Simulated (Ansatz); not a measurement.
Crystal: CsLiCr2Te2S3.

```
CELL_PARAMETERS angstrom
3.42162 -5.18069 0.00784
3.42162 5.18069 0.00784
-2.90411 0.00000 7.43093
ATOMIC_POSITIONS crystal
Cs 0.09374 0.09374 0.00853
Li 0.58875 0.58875 0.55336
Cr 0.05646 0.46755 0.55790
Cr 0.46755 0.05646 0.55790
Te 0.56486 0.87357 0.29035
Te 0.87357 0.56486 0.29035
S 0.81151 0.39697 0.73347
S 0.39697 0.81151 0.73347
S 0.21404 0.21404 0.48371
```

The cell was built by a generator and needn't be a form met in nature.

Base run:

| Quantity | Value |
| --- | --- |
| Program | Ansatz 0.2.0 |
| Functional | revPBE |
| Potentials or basis | Ansatz PAW |
| Cutoff | 420 eV (not typed: the program's choice for these potentials) |
| k mesh | 5 × 5 × 4 |
| Occupations | fermi-dirac, width 0.05 eV |
| Spin | collinear spin, ferromagnetic start |
| Starting moments | [0.0, 0.0, 3.0, 3.0, 0.0, 0.0, 0.0, 0.0, 0.0] μB |

Its results: band gap on the k mesh none (metal or under the smearing width); pressure 1.3 GPa; net moment 4.01 μB per cell; site moments Cs -0.00; Li +0.00; Cr +2.06; Te -0.15; S -0.07, -0.06 μB; largest force 0.131 eV/Å.

Q: The run is repeated on the same cell with these changes: functional from revPBE to PBEsol. What comes out?

A: Band gap on the k mesh none (metal or under the smearing width); pressure -2.1 GPa; net moment 4.01 μB per cell; site moments Cs -0.00; Li +0.00; Cr +1.99; Te -0.13; S -0.06, -0.05 μB; largest force 0.288 eV/Å.

PBEsol binds more tightly than revPBE, so the same cell stands under less pressure.

Caveats: spin-orbit coupling is left out, which moves the levels of the heavy elements; only a ferromagnetic start was run, and an antiferromagnetic order may lie lower in energy; the PAW data sets come from PBE, with cores solved anew for the run's functional, which leaves a small shift of forces and pressure.
